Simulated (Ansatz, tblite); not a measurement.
# SiH2MeBr (CH₅BrSi): one state, many levels

An exercise on one series of results from a longer session: the logs are not shown, and one member is left open.

Method: as each input shows; program: Ansatz 0.2.0, Gaussian basis.

Levels to be run: GFN1-xTB, GFN2-xTB, PBE-D4/def2-TZVP, r2SCAN-D4/def2-TZVP, ωB97X-V/def2-TZVP, LDA/def2-TZVP, B2PLYP/def2-TZVP, B3LYP-D4/def2-TZVP, r2SCANh-D4/def2-TZVP, revPBE-D4/def2-TZVP, ωB97M-V/def2-TZVP, PBE-D4/def2-SVP, PBE0-D4/def2-SVP, HF/6-31G, B3LYP-D4/6-31G, PBE0-D4/def2-TZVPD, PBE-D4/def2-TZVPD, r2SCAN-D4/def2-TZVPD, CCSD(T)/def2-TZVPP, MP2/def2-TZVP, RPA/def2-TZVP.

## The geometry

The geometry is that of the singlet, from an earlier relaxation (r2SCAN-D4/def2-TZVP).

8 atoms, charge 0, spin multiplicity 1.

Bond lengths: Si1–H2 1.482 Å, Si1–H3 1.482 Å, Si1–C4 1.858 Å, Si1–Br8 2.233 Å, C4–H5 1.094 Å, C4–H6 1.092 Å, C4–H7 1.092 Å. Angles: H2–Si1–H3 109.5°, H2–Si1–C4 111.7°, H2–Si1–Br8 107.1°, H3–Si1–C4 111.7°, H3–Si1–Br8 107.0°, C4–Si1–Br8 109.7°, Si1–C4–H5 110.0°, Si1–C4–H6 110.8°, Si1–C4–H7 110.8°, H5–C4–H6 108.4°, H5–C4–H7 108.4°, H6–C4–H7 108.3°.

PBE0-D4/def2-TZVP was run before; its log isn't repeated, and its numbers join the tables.

Set-up of the first run:

Tight binding, by tblite at 300 K electronic temperature and without a spin-polarisation term:

```python
tblite.interface.Calculator('GFN1-xTB', numbers, positions, charge=0, uhf=0).singlepoint()
```

Tight binding, by tblite at 300 K electronic temperature and without a spin-polarisation term:

```python
tblite.interface.Calculator('GFN2-xTB', numbers, positions, charge=0, uhf=0).singlepoint()
```

start.molden holds the orbitals of an earlier run on this state, given as this run's starting guess.

File in.yaml:

```yaml
crystal:
  periodic: [false, false, false]
  atoms:
    - {symbol: Si, position_ang: [0.461497, -0.626799, 0.334578]}
    - {symbol: H, position_ang: [0.449914, -0.682621, 1.815678]}
    - {symbol: H, position_ang: [1.860260, -0.692180, -0.151253]}
    - {symbol: C, position_ang: [-0.416045, 0.881475, -0.302428]}
    - {symbol: H, position_ang: [0.071794, 1.785667, 0.072996]}
    - {symbol: H, position_ang: [-1.457739, 0.890955, 0.024783]}
    - {symbol: H, position_ang: [-0.398450, 0.908137, -1.393832]}
    - {symbol: Br, position_ang: [-0.571231, -2.464633, -0.400512]}
basis:
  gaussian: {orbitals: def2-TZVP, initial_orbitals: start.molden}
hamiltonian: {xc: pbe, dispersion: d4}
scf: {omitted_lower_state_checks: [starts]}
output: {orbitals: {seedname: orbitals}}
```

The run is started by

```sh
$ ansatz run in.yaml --threads 4 --pin off --events-out ev --progress --plain --max-ram 3916MiB
```

Steps of the session up to this table: PBE-D4/def2-TZVP; r2SCAN-D4/def2-TZVP; ωB97X-V/def2-TZVP; LDA/def2-TZVP; B2PLYP/def2-TZVP; B3LYP-D4/def2-TZVP; r2SCANh-D4/def2-TZVP; revPBE-D4/def2-TZVP; ωB97M-V/def2-TZVP; PBE-D4/def2-SVP; PBE0-D4/def2-SVP; HF/6-31G; B3LYP-D4/6-31G; PBE0-D4/def2-TZVPD; PBE-D4/def2-TZVPD; r2SCAN-D4/def2-TZVPD; CCSD(T)/def2-TZVPP; MP2/def2-TZVP; RPA/def2-TZVP.

One table of the session follows, with a row left open; its other results are not shown here.

It belongs to the step «Levels side by side». 

```
               level  HOMO (eV)  LUMO (eV)  gap (eV)
            HF/6-31G     -11.09       3.10     14.19
       LDA/def2-TZVP      -7.09      -1.03      6.05
     PBE-D4/def2-SVP      -6.79      -0.48      6.31
    PBE-D4/def2-TZVP      -6.98      -0.77      6.21
   PBE-D4/def2-TZVPD      -7.01      -0.96      6.05
 revPBE-D4/def2-TZVP      -6.94      -0.67      6.27
 r2SCAN-D4/def2-TZVP          ?          ?         ?
r2SCAN-D4/def2-TZVPD      -7.33      -0.51      6.83
r2SCANh-D4/def2-TZVP      -7.78      -0.07      7.70
      B3LYP-D4/6-31G      -7.83      -0.24      7.59
  B3LYP-D4/def2-TZVP      -8.00      -0.10      7.90
    PBE0-D4/def2-SVP      -8.13       0.41      8.54
   PBE0-D4/def2-TZVP      -8.26       0.12      8.38
  PBE0-D4/def2-TZVPD      -8.28      -0.15      8.13
   ωB97X-V/def2-TZVP     -10.62       2.20     12.82
   ωB97M-V/def2-TZVP     -10.48       1.91     12.39
```

**Question.** Estimate the row for r2SCAN-D4/def2-TZVP.

**Answer.** HOMO (eV): -7.32; LUMO (eV): -0.37; gap (eV): 6.94. In the column «HOMO (eV)» it lies between r2SCAN-D4/def2-TZVPD (-7.33) and LDA/def2-TZVP (-7.09).
